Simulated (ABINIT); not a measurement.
The system is RuRh.

```
CELL_PARAMETERS angstrom
2.70942 0.00000 0.00000
-1.35471 2.34642 0.00000
0.00000 0.00000 4.29837
ATOMIC_POSITIONS crystal
Rh 0.66667 0.33333 0.00000
Ru 0.00000 0.00000 0.50000
```

The cell comes from a database or a generator and needn't be the stable form of this composition.

| Quantity | Value |
| --- | --- |
| Program | ABINIT 10.8.3 (patched build) |
| Task | relaxation of cell and atoms |
| Functional | PBEsol |
| Potentials or basis | JTH PAW PBE v2.0 |
| Cutoff | 517 eV |
| k mesh | 11 × 11 × 6 |
| Occupations | fermi-dirac, width 0.05 eV |
| Spin | no spin polarisation |

At the start: pressure -5.5 GPa; volume 13.66 Å³/atom.

Q: Where does the relaxation end?

A: Over 5 steps the energy falls by 4.2 meV/atom and the volume is 13.42 Å³/atom (-1.8 %); space group P-6m2 (No. 187, to 0.05 Å).

Step by step:
| step | energy change (eV) | largest force (eV/Å) | pressure (GPa) | volume (Å³) |
| --- | --- | --- | --- | --- |
| 1 | 0.0000 | 0.0000 | -5.49 | 27.33 |
| 2 | -0.0084 | 0.0000 | -0.32 | 26.87 |
| 3 | -0.0084 | 0.0000 | 0.01 | 26.84 |
| 4 | -0.0084 | 0.0000 | 0.01 | 26.84 |
| 5 | -0.0084 | 0.0000 | 0.00 | 26.84 |

Final structure:
```cif
data_structure
_symmetry_space_group_name_H-M 'P 1'
_symmetry_Int_Tables_number 1
_cell_length_a 2.6930
_cell_length_b 2.6930
_cell_length_c 4.2738
_cell_angle_alpha 90.000
_cell_angle_beta 90.000
_cell_angle_gamma 120.000
_cell_volume 26.84
loop_
_atom_site_label
_atom_site_type_symbol
_atom_site_fract_x
_atom_site_fract_y
_atom_site_fract_z
_atom_site_occupancy
Rh1 Rh 0.66667 0.33333 0.00000 1
Ru1 Ru 0.00000 0.00000 0.50000 1
```

Caveat: the PAW data sets were made with another functional, which shifts forces and pressure a little.
